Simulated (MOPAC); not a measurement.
# CH4O2Si (SMILES O[SiH]1CO1) at 4 levels

We compute a comparison of 4 runs (AM1, PM6, PM6-D3H4, PM7) of CH4O2Si. 

The results are computed with MOPAC 23.2.5.

4 further runs of the same task are left out: 2 that didn't finish, 2 set aside as unsound or not needed.

## (1) The system as given

The species is CH4O2Si (8 atoms), meant as a singlet with charge 0. As SMILES, `O[SiH]1CO1`. Geometry: relaxed at GFN2-xTB. This is one conformer, not always the lowest.

Bond lengths: O1–Si2 1.616 Å, Si2–C3 1.842 Å, Si2–O4 1.642 Å, C3–O4 1.485 Å, O1–H5 0.956 Å, Si2–H6 1.434 Å, C3–H7 1.082 Å, C3–H8 1.080 Å. Some angles: O1–Si2–C3 124.8°, O1–Si2–O4 119.0°, C3–Si2–O4 50.0°, Si2–C3–O4 57.9°, Si2–O4–C3 72.0°, O1–Si2–H6 108.3°, C3–Si2–H6 123.2°, O4–Si2–H6 120.2°, Si2–O1–H5 121.5°, Si2–C3–H7 123.2°.

## (2) Energy and gradient at AM1 (run 1)

calc.mop reads:

```
AM1 DISP GRADIENTS BONDS 1SCF AUX(PRECISION=6) THREADS=1
gradient of CH4O2Si

O -1.528580 1 1.122560 1 -0.264580 1
Si -0.082150 1 0.660950 1 0.287850 1
C 0.587000 1 -1.051990 1 0.177350 1
O 1.002700 1 0.018710 1 -0.763430 1
H -1.828120 1 0.883600 1 -1.140050 1
H 0.345640 1 1.608560 1 1.275730 1
H 0.079980 1 -1.852860 1 -0.344470 1
H 1.423530 1 -1.389530 1 0.771580 1
```

Command:

```sh
$ mopac calc.mop
```

calc.out:

```text
MOPAC v23.2.5
AM1 CALCULATION RESULTS
[...]
           Empirical Formula: C H4 O2 Si  =     8 atoms
      MOLECULAR POINT GROUP   :   C1
[...]
     SCF FIELD WAS ACHIEVED
[...]
                              SUM =        -75.36494 KCAL/MOL = FINAL HEAT OF FORMATION
          TOTAL ENERGY            =       -907.18402 EV
          ELECTRONIC ENERGY       =      -2356.80094 EV
          CORE-CORE REPULSION     =       1449.61692 EV
          COSMO AREA              =        103.94 SQUARE ANGSTROMS
          COSMO VOLUME            =         91.34 CUBIC ANGSTROMS
          GRADIENT NORM           =        213.10631          =       75.34446 PER ATOM
          IONIZATION POTENTIAL    =          9.906715 EV
          HOMO LUMO ENERGIES (EV) =         -9.907  0.399
          NO. OF FILLED LEVELS    =         12
          MOLECULAR WEIGHT        =         76.1269         POINT GROUP:  C1
[...]
              NET ATOMIC CHARGES AND DIPOLE CONTRIBUTIONS
  ATOM NO.   TYPE          CHARGE      No. of ELECS.   s-Pop       p-Pop
    1          O          -0.650275        6.6503     1.82476     4.82551
    2         Si           1.402625        2.5974     0.74779     1.84958
    3          C          -0.443597        4.4436     1.30140     3.14219
    4          O          -0.549892        6.5499     1.90232     4.64757
    5          H           0.261729        0.7383     0.73827
    6          H          -0.238848        1.2388     1.23885
    7          H           0.107162        0.8928     0.89284
    8          H           0.111094        0.8889     0.88891
 DIPOLE           X         Y         Z       TOTAL
 POINT-CHG.    -1.572     0.709     1.742     2.451
 HYBRID         0.214    -0.768    -1.031     1.303
 SUM           -1.358    -0.059     0.711     1.534
[...]
 * JOB ENDED NORMALLY *
[...]
```

Run time: 0.04 s. Hardware: 1 thread of Arm Neoverse N1, shared host.

## (3) Energy and forces at PM6 (run 2)

calc.mop reads:

```
PM6 1SCF BONDS GRADIENTS DISP AUX(PRECISION=6) THREADS=1
CH4O2Si, PM6

O     -1.528580 1     1.122560 1    -0.264580 1
Si    -0.082150 1     0.660950 1     0.287850 1
C      0.587000 1    -1.051990 1     0.177350 1
O      1.002700 1     0.018710 1    -0.763430 1
H     -1.828120 1     0.883600 1    -1.140050 1
H      0.345640 1     1.608560 1     1.275730 1
H      0.079980 1    -1.852860 1    -0.344470 1
H      1.423530 1    -1.389530 1     0.771580 1
```

Command:

```sh
$ mopac calc.mop
```

calc.out:

```text
MOPAC v23.2.5
PM6 CALCULATION RESULTS
[...]
           Empirical Formula: C H4 O2 Si  =     8 atoms
      MOLECULAR POINT GROUP   :   C1
[...]
     SCF FIELD WAS ACHIEVED
[...]
                              SUM =        -96.00628 KCAL/MOL = FINAL HEAT OF FORMATION
          TOTAL ENERGY            =       -833.34894 EV
          ELECTRONIC ENERGY       =      -2173.17650 EV
          CORE-CORE REPULSION     =       1339.82756 EV
          COSMO AREA              =        103.94 SQUARE ANGSTROMS
          COSMO VOLUME            =         91.34 CUBIC ANGSTROMS
          GRADIENT NORM           =         81.45085          =       28.79723 PER ATOM
          IONIZATION POTENTIAL    =          9.840774 EV
          HOMO LUMO ENERGIES (EV) =         -9.841 -0.376
          NO. OF FILLED LEVELS    =         12
          MOLECULAR WEIGHT        =         76.1269         POINT GROUP:  C1
[...]
                             CARTESIAN COORDINATES
   1    O       -1.528580000     1.122560000    -0.264580000
   2   Si       -0.082150000     0.660950000     0.287850000
   3    C        0.587000000    -1.051990000     0.177350000
   4    O        1.002700000     0.018710000    -0.763430000
   5    H       -1.828120000     0.883600000    -1.140050000
   6    H        0.345640000     1.608560000     1.275730000
   7    H        0.079980000    -1.852860000    -0.344470000
   8    H        1.423530000    -1.389530000     0.771580000
           Empirical Formula: C H4 O2 Si  =     8 atoms
      MOLECULAR POINT GROUP   :   C1
[...]
 DIPOLE           X         Y         Z       TOTAL
 POINT-CHG.    -1.435    -0.303     1.295     1.957
 HYBRID        -0.270    -0.041    -1.177     1.209
 SUM           -1.705    -0.344     0.117     1.744
[...]
 * JOB ENDED NORMALLY *
[...]
```

It took 0.04 s on 1 thread of Arm Neoverse N1, shared host.

## (4) Energy and gradient at PM6-D3H4 (run 3)

input.mop reads:

```
PM6-D3H4 1SCF BONDS GRADIENTS DISP THREADS=1 AUX(PRECISION=6)
CH4O2Si charge 0

O     -1.528580 1     1.122560 1    -0.264580 1
Si    -0.082150 1     0.660950 1     0.287850 1
C      0.587000 1    -1.051990 1     0.177350 1
O      1.002700 1     0.018710 1    -0.763430 1
H     -1.828120 1     0.883600 1    -1.140050 1
H      0.345640 1     1.608560 1     1.275730 1
H      0.079980 1    -1.852860 1    -0.344470 1
H      1.423530 1    -1.389530 1     0.771580 1
```

Command:

```sh
$ mopac input.mop
```

input.out:

```text
MOPAC v23.2.5
PM6-D3H4 CALCULATION RESULTS
[...]
           Empirical Formula: C H4 O2 Si  =     8 atoms
      MOLECULAR POINT GROUP   :   C1
[...]
     SCF FIELD WAS ACHIEVED
[...]
                              SUM =        -94.79853 KCAL/MOL = FINAL HEAT OF FORMATION
          TOTAL ENERGY            =       -833.34894 EV
          ELECTRONIC ENERGY       =      -2173.17650 EV
          CORE-CORE REPULSION     =       1339.82756 EV
          COSMO AREA              =        103.94 SQUARE ANGSTROMS
          COSMO VOLUME            =         91.34 CUBIC ANGSTROMS
          GRADIENT NORM           =         82.80528          =       29.27609 PER ATOM
          IONIZATION POTENTIAL    =          9.840774 EV
          HOMO LUMO ENERGIES (EV) =         -9.841 -0.376
          NO. OF FILLED LEVELS    =         12
          MOLECULAR WEIGHT        =         76.1269         POINT GROUP:  C1
[...]
                             CARTESIAN COORDINATES
   1    O       -1.528580000     1.122560000    -0.264580000
   2   Si       -0.082150000     0.660950000     0.287850000
   3    C        0.587000000    -1.051990000     0.177350000
   4    O        1.002700000     0.018710000    -0.763430000
   5    H       -1.828120000     0.883600000    -1.140050000
   6    H        0.345640000     1.608560000     1.275730000
   7    H        0.079980000    -1.852860000    -0.344470000
   8    H        1.423530000    -1.389530000     0.771580000
           Empirical Formula: C H4 O2 Si  =     8 atoms
      MOLECULAR POINT GROUP   :   C1
[...]
 DIPOLE           X         Y         Z       TOTAL
 POINT-CHG.    -1.435    -0.303     1.295     1.957
 HYBRID        -0.270    -0.041    -1.177     1.209
 SUM           -1.705    -0.344     0.117     1.744
[...]
 * JOB ENDED NORMALLY *
[...]
```

Run time: 0.04 s. Hardware: 1 thread of Arm Neoverse N1, shared host.

## (5) Energy and gradient at PM7 (run 4)

job.mop reads:

```
PM7 1SCF DISP GRADIENTS BONDS AUX(PRECISION=9) THREADS=1
CH4O2Si, PM7

O -1.528580 1 1.122560 1 -0.264580 1
Si -0.082150 1 0.660950 1 0.287850 1
C 0.587000 1 -1.051990 1 0.177350 1
O 1.002700 1 0.018710 1 -0.763430 1
H -1.828120 1 0.883600 1 -1.140050 1
H 0.345640 1 1.608560 1 1.275730 1
H 0.079980 1 -1.852860 1 -0.344470 1
H 1.423530 1 -1.389530 1 0.771580 1
```

Command:

```sh
$ mopac job.mop
```

job.out:

```text
MOPAC v23.2.5
PM7 CALCULATION RESULTS
[...]
           Empirical Formula: C H4 O2 Si  =     8 atoms
      MOLECULAR POINT GROUP   :   C1
[...]
     SCF FIELD WAS ACHIEVED
[...]
                              SUM =       -114.92651 KCAL/MOL = FINAL HEAT OF FORMATION
          TOTAL ENERGY            =       -870.11372 EV
          ELECTRONIC ENERGY       =      -2312.35085 EV
          CORE-CORE REPULSION     =       1442.23713 EV
          COSMO AREA              =        103.94 SQUARE ANGSTROMS
          COSMO VOLUME            =         91.34 CUBIC ANGSTROMS
          GRADIENT NORM           =         63.03887          =       22.28761 PER ATOM
          IONIZATION POTENTIAL    =         10.457453 EV
          HOMO LUMO ENERGIES (EV) =        -10.457 -0.169
          NO. OF FILLED LEVELS    =         12
          MOLECULAR WEIGHT        =         76.1269         POINT GROUP:  C1
[...]
                             CARTESIAN COORDINATES
   1    O       -1.528580000     1.122560000    -0.264580000
   2   Si       -0.082150000     0.660950000     0.287850000
   3    C        0.587000000    -1.051990000     0.177350000
   4    O        1.002700000     0.018710000    -0.763430000
   5    H       -1.828120000     0.883600000    -1.140050000
   6    H        0.345640000     1.608560000     1.275730000
   7    H        0.079980000    -1.852860000    -0.344470000
   8    H        1.423530000    -1.389530000     0.771580000
           Empirical Formula: C H4 O2 Si  =     8 atoms
      MOLECULAR POINT GROUP   :   C1
[...]
 DIPOLE           X         Y         Z       TOTAL
 POINT-CHG.     0.256    -1.567     1.554     2.222
 HYBRID        -0.521    -0.034    -1.487     1.576
 SUM           -0.265    -1.601     0.067     1.624
[...]
 * JOB ENDED NORMALLY *
[...]
```

It took 0.04 s on 1 thread of Arm Neoverse N1, shared host.

## (6) Overview of the runs

| run | level | heat of formation (kcal/mol) | dipole moment (D) | HOMO energy (eV) | LUMO energy (eV) | wall time |
| --- | --- | --- | --- | --- | --- | --- |
| 1 | AM1 | -75.36 | 1.53 | -9.91 | 0.40 | 0.04 s |
| 2 | PM6 | -96.01 | 1.74 | -9.84 | -0.38 | 0.04 s |
| 3 | PM6-D3H4 | -94.80 | 1.74 | -9.84 | -0.38 | 0.04 s |
| 4 | PM7 | -114.93 | 1.62 | -10.46 | -0.17 | 0.04 s |

## (7) Summary of results

| quantity | value |
| --- | --- |
| run 4: total energy | -31.97609 Eh |
| run 4: dipole moment | 1.62 D |
| run 4: HOMO energy | -10.46 eV |
| run 4: LUMO energy | -0.17 eV |
| run 4: HOMO–LUMO gap | 10.29 eV |
| run 4: dispersion energy | -0.74 kJ/mol |
| run 4: heat of formation at this unrelaxed shape | -114.9 kcal/mol |
| run 4: largest force on an atom | 1.855 eV/Å |

**Reading.** The dipole moment (its size) runs from 1.53 D (AM1) to 1.74 D (PM6). The HOMO–LUMO gap runs from 9.46 eV (PM6) to 10.31 eV (AM1). Force-field and semi-empirical energies have zeros of their own, so their totals don't compare. All runs together took 0.16 s, the longest 0.04 s.
